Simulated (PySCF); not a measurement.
# C2H11BN2: geometry, spin-spin couplings

Wanted: the spin-spin couplings of C2H11BN2 (`CC[B@H-](N)[NH3+]`), by calculation.

The runs use PySCF 2.14.0, with density-fitted response routines of our own; the level of theory stands in each step. All values are computed, except where a source is named. Atoms are numbered from 0 throughout.

### Step 1. Starting geometry

16 atoms, charge 0, multiplicity 1; geometry from: GFN2-xTB. The atoms were then displaced at random by about 0.01 Å, so the start is not that level's minimum.

Bonds of the start (Å): C0–C1 1.56, C1–B2 1.64, B2–N3 1.45, B2–N4 1.74, C0–H5 1.07, C0–H6 1.10, C0–H7 1.06, C1–H8 1.11, C1–H9 1.10, B2–H10 1.17, N3–H11 1.01, N3–H12 1.05, N4–H13 0.99, N4–H14 1.02, N4–H15 1.00.

### Step 2. Optimising the geometry at PBE0-D3(BJ)/def2-SVP

The job: settings as JSON, then the geometry in Å.

```
{"job": {"xc": "PBE0", "basis": "def2-SVP", "d3": "d3bj", "grid": 1, "shake": 0.01, "kind": "geom"}, "charge": 0, "multiplicity": 1}
C      1.978930    -0.120330    -0.177200
C      0.749920     0.543890     0.508870
B     -0.677770     0.417360    -0.292230
N     -1.820510     0.848180     0.481420
N     -0.919670    -1.297680    -0.424460
H      2.883250     0.141900     0.338100
H      2.055650     0.267700    -1.202540
H      1.882480    -1.175370    -0.219970
H      0.675890     0.140360     1.541870
H      0.976550     1.608170     0.651460
H     -0.651580     0.765660    -1.413970
H     -1.693990     1.131020     1.446380
H     -2.501470     1.517130     0.036640
H     -0.214700    -1.713540    -0.978460
H     -0.906580    -1.674100     0.527670
H     -1.835450    -1.402720    -0.812820
```

On the command line:

```
$ OMP_NUM_THREADS=1 python probes_run.py task.json out
```

This one command runs all jobs of the session in turn.

**Question.** This job is followed by: B3LYP/6-31G* indirect spin-spin coupling, non-relativistic, gas phase. Predict these results of the whole session: point group; rotational constants (main isotopes); largest coupling of the table (B3LYP/6-31G*).

**Answer**, as computed:

| quantity | value |
| --- | --- |
| point group | C1 |
| rotational constants (main isotopes) | 6.75, 3.17, 2.39 GHz |
| largest coupling of the table (B3LYP/6-31G*) | 1J(C,H) C0–H5, 137.2 Hz (mean over like pairs) |

**Reading.** The start of the PBE0/def2-SVP relaxation was shaken at random by about 0.01 Å, so part of the energy gained, and of the first lengths quoted, undoes that. Over 10 steps the energy fell by 0.259 eV; of the close pairs, B2–H10 changed most, 1.175 to 1.238 Å. No frequency check was run at this level, so the end point may be a saddle. Of the pairs tabulated at B3LYP/6-31G*, C0–H5 (mean over like pairs) couples most strongly (137.2 Hz; Fermi contact 135.4 Hz). Couplings across rotatable bonds belong to this one conformer; where others are populated, the observed values are averages. Couplings from bases without tight functions are rough.
